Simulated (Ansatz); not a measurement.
# SbH₂+ (triplet): the correlation ladder, def2-TZVP

Aim: climb from Hartree-Fock through coupled cluster and multireference methods for SbH₂+ (triplet) at one geometry and basis, and see what each rung misses.

Program: Ansatz 0.2.0, Gaussian basis. Level of theory: def2-TZVP, core rule «outside noble gas», up to 9 orbitals frozen. These are calculated values, not measurements.

The runs, in order: UHF; CCSD(T) on ROHF; CCSD(T) on UHF; BCCD(T) on ROHF; CISD as a restricted active space (open shells left free, so some higher excitations enter); CCSDT(Q) on ROHF; CCSDT(Q) on UHF; CISDTQ; CASSCF and MRCISD+Q, 6 electrons in 6 orbitals; CASSCF and MRCISD+Q(relaxed), 6 electrons in 6 orbitals; CASSCF and NEVPT2, 6 electrons in 6 orbitals; Full CI.

3 further runs of the same task are left out: 1 that didn't finish, 2 set aside as unsound or not needed. Runs told in other sessions of the task aren't counted.

**1. The geometry**

The geometry is a PBE0/def2-TZVP stationary point (not a proven minimum). No spin-orbit coupling is included. Elements past krypton take def2 core potentials.

3 atoms, charge 1, spin multiplicity 3.

Atoms are counted from 1 here; the program's logs count them from 0.

Bond lengths: Sb1–H2 1.691 Å, Sb1–H3 1.691 Å. Angles: H2–Sb1–H3 120.6°.

**2. UHF**

The input, in.yaml:

```yaml
crystal:
  periodic: [false, false, false]
  atoms:
    - {symbol: Sb, position_ang: [0.000000, -0.013638, 0.000000]}
    - {symbol: H, position_ang: [0.000000, 0.823741, -1.468803]}
    - {symbol: H, position_ang: [0.000000, 0.823741, 1.468803]}
basis:
  gaussian: {orbitals: def2-TZVP}
total_charge: 1
magnetization: {spin_polarized: true, initial_magnetization: 2}
hamiltonian: {xc: hf}
output: {orbitals: {seedname: orbitals}}
```

The run is started by

```
ansatz run in.yaml --threads 1 --pin off --events-out ev --progress --plain --max-ram 2880MiB --backend cpu
```

Further steps of the session: CCSD(T) on ROHF; CCSD(T) on UHF; BCCD(T) on ROHF; CISD as a restricted active space (open shells left free, so some higher excitations enter); CCSDT(Q) on ROHF; CCSDT(Q) on UHF; CISDTQ; CASSCF and MRCISD+Q, 6 electrons in 6 orbitals; CASSCF and MRCISD+Q(relaxed), 6 electrons in 6 orbitals; CASSCF and NEVPT2, 6 electrons in 6 orbitals; Full CI.

**Question.** What will the summary of the whole plan be? Wanted: FCI from the RHF energy; RMP2 from FCI; UMP2 from FCI; RCCSD from FCI; RCCSD(T) from FCI; UCCSD(T) from FCI; RCCSDT(Q) from FCI; UCCSDT(Q) from FCI; NEVPT2 valence from FCI.

**Answer**, as computed:

| quantity | value |
| --- | --- |
| FCI from the ROHF energy | -2.9035 eV |
| RMP2 from FCI | +15.67 kcal/mol |
| UMP2 from FCI | +15.21 kcal/mol |
| RCCSD from FCI | +2.21 kcal/mol |
| RCCSD(T) from FCI | +0.46 kcal/mol |
| UCCSD(T) from FCI | -0.04 kcal/mol |
| RCCSDT(Q) from FCI | -0.02 kcal/mol |
| UCCSDT(Q) from FCI | -0.53 kcal/mol |
| NEVPT2 valence from FCI | +11.62 kcal/mol |
| MRCISD+Q valence from FCI | +0.29 kcal/mol |
| MRCISD+Q(relaxed) valence from FCI | -0.25 kcal/mol |
| levels within 1 kcal/mol (43 meV) | RCCSD(T), UCCSD(T), BCCD(T), RCCSDT, UCCSDT, CISDTQ, RCCSDT(Q), UCCSDT(Q), MRCISD+Q valence, MRCISD+Q(relaxed) valence |
| T1 diagnostic | 0.021 |
| effectively unpaired electrons | 2.04 |

In words: RCCSD(T) lands +0.46 kcal/mol from the yardstick (0.7 % of the correlation energy). CCSD(T) misses by +0.46 kcal/mol on the restricted determinant and by -0.04 kcal/mol on the unrestricted one; the two need not hold the same state or core. UCCSDT, UCCSDT(Q), MRCISD+Q(relaxed) valence fall below full CI: unrestricted runs freeze a spin-polarised core, another one than full CI's, and coupled cluster isn't variational. One determinant dominates. Of the multireference levels listed MRCISD+Q(relaxed) valence comes nearest in total energy (-0.25 kcal/mol), which doesn't show that its space is the better one. These misses are within one basis, not against nature; the frozen cores of restricted and unrestricted runs differ, which can shift their rows.

Levels on UHF freeze UHF's core orbitals, full CI those of ROHF, so the U rows can settle a little off it for that reason alone.

With open shells the CI space here admits some higher excitations, so it is larger than plain CISD.
